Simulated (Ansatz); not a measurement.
# CsGeBr3: the cost of one run

Method: DFT LDA, scalar-relativistic, plane waves, PAW, in Ansatz 0.2.0.

**1. Starting point**

Symmetry: R3m, No. 160, trigonal system. The conventional cell has a = 7.939 Å, b = 7.939 Å, c = 10.005 Å, α = 90.00°, β = 90.00°, γ = 120.00°. Cs (site symmetry 3m) is surrounded by 12 Br at 3.97 to 4.09 Å. Ge (site symmetry 3m) has 3 Br at 2.55 Å as nearest neighbours. Around Br (site symmetry m) lie 1 Ge at 2.55 Å.

As a file:

```
CELL_PARAMETERS angstrom
3.96928 2.29167 3.33497
-3.96928 2.29167 3.33497
0.00000 -4.58333 3.33497
ATOMIC_POSITIONS crystal
Cs 0.00130 0.00130 0.00130
Ge 0.47708 0.47708 0.47708
Br 0.02867 0.50547 0.50547
Br 0.50547 0.50547 0.02867
Br 0.50547 0.02867 0.50547
```

The structure comes from the Materials Project (structure only).

**2. Probe: one point at the start**

input.yaml

```yaml
crystal:
  lattice:
    - [3.9692828316, 2.2916665113, 3.3349688208]
    - [-3.9692828316, 2.2916665113, 3.3349688208]
    - [0.0, -4.5833330226, 3.3349688208]
  atoms:
    - { symbol: Cs, position: [0.00130404, 0.00130404, 0.00130404] }
    - { symbol: Ge, position: [0.47708291, 0.47708291, 0.47708291] }
    - { symbol: Br, position: [0.02866813, 0.50547246, 0.50547246] }
    - { symbol: Br, position: [0.50547246, 0.50547246, 0.02866813] }
    - { symbol: Br, position: [0.50547246, 0.02866813, 0.50547246] }
basis:
  ecutwfc: 420
kpoints:
  mp_grid: { grid: [3, 3, 3] }
hamiltonian:
  xc: lda
scf:
  occupations: { method: gaussian, width: 0.1 }
output:
  forces: true
  stress: true
  eigenvalues: true
```

On the command line:

```console
$ ansatz run input.yaml --threads 1 --pin off --max-ram 1228MiB --backend cpu --events-out ev --progress --plain --runs-dir out
```

**Question.** How long does this run take on 1 thread of an x86-64 CPU, shared host, and how much memory does it need?

About 2.6 s, with a peak of 0.44 GiB.
